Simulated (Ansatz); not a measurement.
# BH3O3: the cost of one run

Method: RKS PBE-D4/def2-SVPD, in Ansatz 0.2.0.

## Step 1: The starting structure

Bond lengths: B1–O2 1.410 Å, O2–H3 1.010 Å, B1–O4 1.410 Å, O4–H5 1.010 Å, B1–O6 1.410 Å, O6–H7 1.010 Å. Angles: B1–O2–H3 109.5°, O2–B1–O4 120.0°, O2–B1–O6 120.0°, O4–B1–O6 120.0°, B1–O4–H5 109.5°, B1–O6–H7 109.5°.

As a file:

```xyz
7

B     0.0000    0.0000    0.0000
O     0.0000    0.0000    1.4100
H    -0.9095   -0.2814    1.7471
O     1.2211    0.0000   -0.7050
H     1.5209   -0.9519   -0.8599
O    -1.2211    0.0000   -0.7050
H    -1.7308   -0.8467   -0.4965
```

## Step 2: Relaxing the start

input.yaml

```yaml
crystal:
  periodic: [false, false, false]
  atoms:
    - { symbol: B, position_ang: [0.0, 0.0, 0.0] }
    - { symbol: O, position_ang: [0.0, 0.0, 1.41] }
    - { symbol: H, position_ang: [-0.9095, -0.2814, 1.7471] }
    - { symbol: O, position_ang: [1.2211, 0.0, -0.705] }
    - { symbol: H, position_ang: [1.5209, -0.9519, -0.8599] }
    - { symbol: O, position_ang: [-1.2211, 0.0, -0.705] }
    - { symbol: H, position_ang: [-1.7308, -0.8467, -0.4965] }
basis:
  gaussian: { orbitals: def2-SVPD }
hamiltonian:
  xc: pbe
  dispersion: d4
relax:
  f_tol: 0.02
  max_steps: 40
```

Started as:

```bash
ansatz run input.yaml --threads 4 --pin off --max-ram 5120MiB --backend cpu --events-out ev --progress --plain --runs-dir out
```

What time and memory should one allow on 4 threads of Arm Neoverse V2, shared host?

About 6.5 s, with a peak of 0.13 GiB.
